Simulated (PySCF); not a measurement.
# C2H9GeN: the cost of one run

The runs use PySCF 2.14.0, with density-fitted response routines of our own; the level of theory stands in each step. All values are computed, except where a source is named. Atoms are numbered from 0 throughout.

## (1) The starting structure

13 atoms, charge 0, multiplicity 1; geometry from: GFN2-xTB. The atoms were then displaced at random by about 0.01 Å, so the start is not that level's minimum.

Bonds of the start (Å): C0–C1 1.49, C1–Ge2 1.97, Ge2–N3 1.86, C0–H4 1.11, C0–H5 1.09, C0–H6 1.09, C1–H7 1.09, C1–H8 1.08, Ge2–H9 1.49, Ge2–H10 1.52, N3–H11 1.02, N3–H12 0.96.

## (2) Geometry optimisation at PBE0-D3(BJ)/def2-SVP

Job settings and geometry (Å):

```
{"job": {"xc": "PBE0", "basis": "def2-SVP", "d3": "d3bj", "grid": 1, "shake": 0.01, "kind": "geom"}, "charge": 0, "multiplicity": 1}
C     -1.951000    -0.200650    -0.520070
C     -0.622200    -0.622480     0.008820
Ge     0.859340     0.540960    -0.564010
N      2.399210    -0.034180     0.311390
H     -2.203970     0.829490    -0.203870
H     -2.765680    -0.833370    -0.177300
H     -1.965040    -0.182870    -1.612270
H     -0.631520    -0.638610     1.097550
H     -0.403530    -1.630330    -0.300100
H      1.223470     0.415690    -2.002980
H      0.547230     2.008400    -0.306160
H      2.308880    -0.091980     1.328530
H      3.210620     0.423040     0.068890
```

Started as:

```console
OMP_NUM_THREADS=1 python probes_run.py task.json out
```

One launch serves the whole session: the jobs run in the order shown.

**Question.** How long does this first job take on 1 thread of Arm Neoverse V1, shared host, and how much memory does it need?

About 58 s, with a peak of 0.5 GiB.
